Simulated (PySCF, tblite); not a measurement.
# C6H9N3: a rotation path, then NMR shifts on frames

How do NMR shifts of C6H9N3 (`N#CC#CC(CN)CN`) change as the atoms move?

Programs: tblite 0.8.0 and PySCF 2.14.0, with density-fitted response routines of our own. Each step states its level of theory. These are calculated values for one molecule in the gas phase, unless marked as measured. Atoms are numbered from 0 throughout.

**1. The molecule as given**

18 atoms, charge 0, multiplicity 1; geometry from: GFN2-xTB.

Bonds of the start (Å): N0–C1 1.15, C1–C2 1.36, C2–C3 1.21, C3–C4 1.44, C4–C5 1.55, C5–N6 1.44, C4–C7 1.55, C7–N8 1.44, C4–H9 1.10, C5–H10 1.09, C5–H11 1.09, N6–H12 1.01, N6–H13 1.01, C7–H14 1.09, C7–H15 1.09, N8–H16 1.01, N8–H17 1.01.

**2. A band between two rotamers with GFN2-xTB**

What the job is given:

```
{"job": {"kind": "neb", "xc": "GFN2-xTB", "basis": "xTB", "atoms": [3, 4, 5, 6], "turn": 120}, "charge": 0, "multiplicity": 1}
N      3.886729    -1.397913     2.205124
C      2.927351    -1.020849     1.695967
C      1.788704    -0.573458     1.100645
C      0.772602    -0.161424     0.590557
C     -0.440797     0.283539    -0.041304
C     -0.119131     0.993038    -1.385045
N      0.670451     2.195853    -1.278156
C     -1.386509    -0.928440    -0.266102
N     -1.819093    -1.607688     0.930697
H     -0.940762     1.001844     0.624753
H     -1.065516     1.253833    -1.867219
H      0.415314     0.295985    -2.036442
H      0.211210     2.887264    -0.695163
H      1.582809     2.000417    -0.880801
H     -0.880086    -1.658356    -0.903195
H     -2.277014    -0.574506    -0.792626
H     -2.303400    -0.974796     1.557937
H     -1.031622    -2.008027     1.428717
```

Level: GFN2-xTB climbing-image nudged elastic band, gas phase.

On the command line:

```
> OMP_NUM_THREADS=1 python probes_run.py task.json out
```

The driver reads the jobs from task.json and runs them one after another.

Log:

```text
image   E - E0 / eV
  0       0.0000
  1       0.0182
  2       0.0585
  3       0.1009
  4       0.1206
  5       0.1053
  6       0.0639
  7       0.0223
  8       0.0031
```

Wall time 7.3 s (1 thread of Intel Xeon Platinum 8259CL at 2.50GHz, shared host); peak memory 0.19 GiB.

The final band, with the dihedral C3–C4–C5–N6:

```
image  dihedral (°)  energy (eV)  energy (kcal/mol)
    0           -63        0.000                0.0
    1           -48        0.018                0.4
    2           -32        0.059                1.3
    3           -17        0.101                2.3
    4            -1        0.121                2.8
    5            15        0.105                2.4
    6            31        0.064                1.5
    7            46        0.022                0.5
    8            61        0.003                0.1
```

**3. NMR shieldings: image 0, PBE0/pcSseg-1**

What the job is given:

```
{"job": {"kind": "nmr", "xc": "PBE0", "basis": "pcSseg-1", "pop": false}, "charge": 0, "multiplicity": 1}
N      3.886700    -1.397900     2.205100
C      2.927400    -1.020800     1.696000
C      1.788700    -0.573500     1.100600
C      0.772600    -0.161400     0.590600
C     -0.440800     0.283500    -0.041300
C     -0.119100     0.993000    -1.385000
N      0.670500     2.195900    -1.278200
C     -1.386500    -0.928400    -0.266100
N     -1.819100    -1.607700     0.930700
H     -0.940800     1.001800     0.624800
H     -1.065500     1.253800    -1.867200
H      0.415300     0.296000    -2.036400
H      0.211200     2.887300    -0.695200
H      1.582800     2.000400    -0.880800
H     -0.880100    -1.658400    -0.903200
H     -2.277000    -0.574500    -0.792600
H     -2.303400    -0.974800     1.557900
H     -1.031600    -2.008000     1.428700
```

Level: GIAO PBE0/pcSseg-1 NMR shielding, non-relativistic, gas phase.

Log:

```text
coarse grid: 15288 points
cycle   1  E = -397.5761373512  dE =  1.278e+00  |g| = 5.724e-01  |ddm| = 4.161e+00
cycle   2  E = -397.4420767425  dE =  1.341e-01  |g| = 9.667e-01  |ddm| = 1.656e+00
cycle   3  E = -397.6385763859  dE = -1.965e-01  |g| = 2.478e-01  |ddm| = 1.102e+00
cycle   4  E = -397.6521131254  dE = -1.354e-02  |g| = 6.658e-02  |ddm| = 2.469e-01
cycle   5  E = -397.6530501424  dE = -9.370e-04  |g| = 1.710e-02  |ddm| = 6.845e-02
cycle   6  E = -397.6530951148  dE = -4.497e-05  |g| = 1.011e-02  |ddm| = 1.961e-02
cycle   7  E = -397.6531175204  dE = -2.241e-05  |g| = 2.937e-03  |ddm| = 8.508e-03
cycle   8  E = -397.6531196426  dE = -2.122e-06  |g| = 3.927e-04  |ddm| = 3.238e-03
final grid: 148576 points
cycle   9  E = -397.7019900211  dE = -4.463e-05  |g| = 8.850e-03  |ddm| = 8.192e-02
cycle  10  E = -397.7019831605  dE =  6.861e-06  |g| = 1.051e-02  |ddm| = 1.724e-02
cycle  11  E = -397.7020073505  dE = -2.419e-05  |g| = 2.318e-03  |ddm| = 9.245e-03
cycle  12  E = -397.7020085906  dE = -1.240e-06  |g| = 5.084e-04  |ddm| = 1.955e-03
cycle  13  E = -397.7020086442  dE = -5.359e-08  |g| = 1.178e-04  |ddm| = 5.328e-04
cycle  14  E = -397.7020086465  dE = -2.327e-09  |g| = 6.058e-05  |ddm| = 1.578e-04
cycle  15  E = -397.7020086472  dE = -6.452e-10  |g| = 2.958e-05  |ddm| = 7.202e-05
converged SCF energy = -397.7020086472

GIAO shielding tensors (ppm)
atom      isotropic    diamagn.    paramagn.     s11        s22        s33       span
  0 N      -35.807     343.013    -378.820   -217.252   -213.973    323.806    541.058
  1 C       75.761     267.584    -191.823    -31.531    -31.190    290.003    321.534
  2 C      120.071     245.103    -125.032     41.019     55.733    263.461    222.442
  3 C       91.428     263.580    -172.152    -10.764     -8.345    293.393    304.157
  4 C      134.381     250.840    -116.459    110.723    129.478    162.943     52.220
  5 C      136.194     243.873    -107.679    109.613    141.642    157.326     47.713
  6 N      229.130     317.053     -87.923    202.213    232.467    252.710     50.497
  7 C      136.117     243.935    -107.818    109.541    141.911    156.901     47.360
  8 N      229.748     317.136     -87.387    202.479    232.338    254.428     51.949
  9 H       29.709      33.003      -3.294     27.851     27.913     33.365      5.514
 10 H       28.870      29.751      -0.881     23.116     29.884     33.609     10.493
 11 H       29.024      29.739      -0.715     24.270     29.754     33.050      8.780
 12 H       31.332      31.409      -0.076     25.127     28.363     40.507     15.380
 13 H       30.381      31.966      -1.585     23.575     29.158     38.412     14.837
 14 H       29.064      29.814      -0.751     24.308     29.743     33.141      8.833
 15 H       28.853      29.770      -0.917     23.105     29.817     33.636     10.531
 16 H       31.375      31.482      -0.107     25.155     28.360     40.610     15.455
 17 H       30.326      32.049      -1.723     23.487     29.100     38.390     14.903
```

Run time: 58 s. Hardware: 1 thread of Intel Xeon Platinum 8259CL at 2.50GHz, shared host; peak memory 0.87 GiB.

Shifts follow as δ = σ(reference) − σ, with reference shieldings (ppm) from runs at the same level and on the same kind of geometry: 1H TMS 31.72, 13C TMS 186.9, 15N NH3 267.7. The references are single molecules in the gas phase, so shifts against H2O, NH3, PH3, H3PO4 or CFCl3 are not on the usual liquid scales and can be off by tens of ppm. Each atom is listed at this fixed geometry, with no averaging over motion; a spectrum would average atoms that exchange fast.

```
atoms                         environment  σ (ppm)  δ (ppm)
   C1                      nitrile carbon     75.8    111.2
   C3                       alkyne carbon     91.4     95.5
   C2                       alkyne carbon    120.1     66.9
   C4                  propargylic sp3 CH    134.4     52.5
   C7                 sp3 CH2 bonded to N    136.1     50.8
   C5                 sp3 CH2 bonded to N    136.2     50.7
  H15  hydrogen on an sp3 CH2 bonded to N    28.85     2.86
  H10  hydrogen on an sp3 CH2 bonded to N    28.87     2.85
  H11  hydrogen on an sp3 CH2 bonded to N    29.02     2.69
  H14  hydrogen on an sp3 CH2 bonded to N    29.06     2.65
   H9    hydrogen on a propargylic sp3 CH    29.71     2.01
  H17       hydrogen on an amine nitrogen    30.33     1.39
  H13       hydrogen on an amine nitrogen    30.38     1.34
  H12       hydrogen on an amine nitrogen    31.33     0.38
  H16       hydrogen on an amine nitrogen    31.37     0.34
   N0                    nitrile nitrogen    -35.8    303.5
   N6                      amine nitrogen    229.1     38.6
   N8                      amine nitrogen    229.7     38.0
```

The fields below are evaluated on a grid from the run's orbitals.

Frontier orbitals at PBE0/pcSseg-1, with the share of their density that lies nearest to each atom:

```
orbital  energy (eV)                                   lies on
   HOMO        -6.94            N6, N8 about 32 % each; C4 9 %
   LUMO        -1.31  C3 27 %; N0 24 %; C1, C2 about 18 % each
```

ELF in a plane through or near 10 of the atoms.

Ten even steps from '0' (0.00) to '9' (1.00):
```
0000000000000000000000000000
0000000000000000000000000000
0000000000000377300000000000
0000000000023599700000000000
0000000000298899600000000000
0000000000299837213100000000
0000000000047587699800000000
0000000001100152799900000000
0002334325764288565100000000
0027767675763836300000000000
0048858292341848648810000000
0059938186686458499960000000
0037867644663025279940000000
0003433200200357830000000000
0000000000003993782000000000
0000000000006988996000000000
0000000000002756884000000000
0000000000000002430000000000
0000000000000000000000000000
0000000000000000000000000000
```
The map spans 14.5 Å across and 10.6 Å up, centred on the molecule. Atoms in the plane (x, y in Å): N0 (-4.6, -0.6), C1 (-3.5, -0.5), C2 (-2.2, -0.3), C3 (-1.0, -0.1), C5 (1.2, -1.1), C7 (0.8, 1.4), H10 (2.3, -0.9), H13 (0.0, -2.7), H15 (1.9, 1.5), H17 (-0.8, 2.6).

On the surface of density 0.002 e/bohr³ the electrostatic potential runs, from the 1st to the 99th percentile, from -1.59 V near N0 to 1.71 V near H16.

**4. Shielding tensors: image 2, PBE0/pcSseg-1**

What the job is given:

```
{"job": {"kind": "nmr", "xc": "PBE0", "basis": "pcSseg-1", "pop": false}, "charge": 0, "multiplicity": 1}
N      3.873400    -1.047100     2.252400
C      2.878300    -0.749700     1.760400
C      1.706700    -0.391500     1.169300
C      0.670300    -0.058000     0.643900
C     -0.555400     0.316500    -0.009500
C     -0.259700     1.119300    -1.316000
N      0.921100     1.949500    -1.313000
C     -1.377700    -0.968700    -0.310300
N     -1.751500    -1.751800     0.842500
H     -1.128000     0.951000     0.679400
H     -1.118400     1.763400    -1.524600
H     -0.155500     0.413700    -2.143700
H      0.889900     2.648800    -0.580000
H      1.760400     1.393900    -1.187300
H     -0.786600    -1.615000    -0.965200
H     -2.289700    -0.685300    -0.841500
H     -2.354600    -1.233500     1.470900
H     -0.931700    -2.049400     1.360700
```

Level: GIAO PBE0/pcSseg-1 NMR shielding, non-relativistic, gas phase.

Log:

```text
coarse grid: 15288 points
cycle   1  E = -397.5735976900  dE =  1.277e+00  |g| = 5.719e-01  |ddm| = 4.159e+00
cycle   2  E = -397.4392484390  dE =  1.343e-01  |g| = 9.670e-01  |ddm| = 1.650e+00
cycle   3  E = -397.6358313065  dE = -1.966e-01  |g| = 2.465e-01  |ddm| = 1.106e+00
cycle   4  E = -397.6491731082  dE = -1.334e-02  |g| = 6.722e-02  |ddm| = 2.454e-01
cycle   5  E = -397.6501241500  dE = -9.510e-04  |g| = 1.735e-02  |ddm| = 7.085e-02
cycle   6  E = -397.6501694080  dE = -4.526e-05  |g| = 1.041e-02  |ddm| = 1.959e-02
cycle   7  E = -397.6501933660  dE = -2.396e-05  |g| = 2.916e-03  |ddm| = 8.670e-03
cycle   8  E = -397.6501954649  dE = -2.099e-06  |g| = 3.819e-04  |ddm| = 3.212e-03
final grid: 148576 points
cycle   9  E = -397.6991912311  dE = -4.499e-05  |g| = 8.567e-03  |ddm| = 8.748e-02
cycle  10  E = -397.6991857237  dE =  5.507e-06  |g| = 1.000e-02  |ddm| = 1.747e-02
cycle  11  E = -397.6992076077  dE = -2.188e-05  |g| = 2.057e-03  |ddm| = 9.349e-03
cycle  12  E = -397.6992085678  dE = -9.601e-07  |g| = 5.382e-04  |ddm| = 1.813e-03
cycle  13  E = -397.6992086286  dE = -6.077e-08  |g| = 1.166e-04  |ddm| = 5.340e-04
cycle  14  E = -397.6992086310  dE = -2.356e-09  |g| = 5.691e-05  |ddm| = 1.512e-04
cycle  15  E = -397.6992086315  dE = -5.482e-10  |g| = 2.933e-05  |ddm| = 6.912e-05
converged SCF energy = -397.6992086315

GIAO shielding tensors (ppm)
atom      isotropic    diamagn.    paramagn.     s11        s22        s33       span
  0 N      -35.533     343.105    -378.638   -217.206   -213.269    323.876    541.081
  1 C       75.944     267.771    -191.827    -31.342    -30.989    290.162    321.504
  2 C      117.960     245.545    -127.585     38.894     53.921    261.064    222.170
  3 C       93.248     263.972    -170.724    -10.552     -5.084    295.380    305.932
  4 C      137.885     252.137    -114.252    109.139    139.155    165.363     56.224
  5 C      140.476     242.785    -102.310    112.023    147.490    161.915     49.892
  6 N      230.190     316.998     -86.809    208.021    233.532    249.016     40.995
  7 C      135.935     243.958    -108.024    106.090    142.380    159.334     53.244
  8 N      228.259     316.887     -88.628    202.062    230.450    252.266     50.204
  9 H       29.286      32.598      -3.311     26.342     28.045     33.471      7.129
 10 H       28.692      28.961      -0.270     23.269     28.727     34.080     10.811
 11 H       29.351      29.557      -0.206     23.461     30.614     33.977     10.516
 12 H       31.251      31.588      -0.336     25.628     27.695     40.431     14.802
 13 H       30.411      32.123      -1.712     24.102     28.691     38.441     14.339
 14 H       29.074      29.952      -0.878     24.300     29.772     33.149      8.849
 15 H       28.918      29.533      -0.615     23.266     29.733     33.754     10.489
 16 H       31.313      31.177       0.136     25.099     28.068     40.771     15.672
 17 H       30.344      32.022      -1.677     23.357     29.474     38.202     14.845
```

Run time: 42 s. Hardware: 1 thread of Intel Xeon Platinum 8259CL at 2.50GHz, shared host; peak memory 0.87 GiB.

This run: δ C1 111.0, C3 93.7, C2 69.0, C7 51.0, H10 3.03, H15 2.80 ppm.

(Part 1 of 2 ends here.)
